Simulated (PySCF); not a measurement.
# C3H10OSi (SiH2Me(OEt)): the cost of one run

The runs use PySCF 2.14.0, with density-fitted response routines of our own; the level of theory stands in each step. All values are computed, except where a source is named. Atoms are numbered from 0 throughout.

## Step 1: The molecule as given

15 atoms, charge 0, multiplicity 1; geometry from: GFN2-xTB. The atoms were then displaced at random by about 0.03 Å, so the start is not that level's minimum.

Bonds of the start (Å): Si0–H1 1.46, Si0–H2 1.38, Si0–C3 1.93, Si0–O7 1.55, C3–H4 1.03, C3–H5 1.19, C3–H6 1.08, O7–C8 1.40, C8–C9 1.55, C8–H10 1.09, C8–H11 1.06, C9–H12 1.02, C9–H13 1.13, C9–H14 1.11.

## Step 2: Optimising the geometry at PBE0-D3(BJ)/def2-SVP

Job settings and geometry (Å):

```
{"job": {"xc": "PBE0", "basis": "def2-SVP", "d3": "d3bj", "grid": 1, "maxiter": 40, "shake": 0.03, "kind": "geom"}, "charge": 0, "multiplicity": 1}
Si     0.702260     1.202400     0.451300
H      0.645020     1.391400     1.896970
H      1.968020     1.372810    -0.063120
C     -0.382130     2.570530    -0.379560
H     -0.160870     3.541880    -0.132420
H     -1.524480     2.470310    -0.054600
H     -0.436130     2.482960    -1.451140
O      0.021220    -0.110860    -0.026520
C      0.383140    -1.411210     0.352120
C     -0.557120    -2.435770    -0.333590
H      1.389160    -1.586370    -0.034940
H      0.406300    -1.561870     1.402800
H     -0.319970    -3.411630    -0.159810
H     -1.613320    -2.268430     0.017300
H     -0.553890    -2.322260    -1.440810
```

Launch:

```console
$ OMP_NUM_THREADS=1 python probes_run.py task.json out
```

This one command runs all jobs of the session in turn.

Q: Estimate the wall time and peak memory of this first job on 1 thread of AMD EPYC 7R43, shared host.

About 35 s, with a peak of 0.47 GiB.
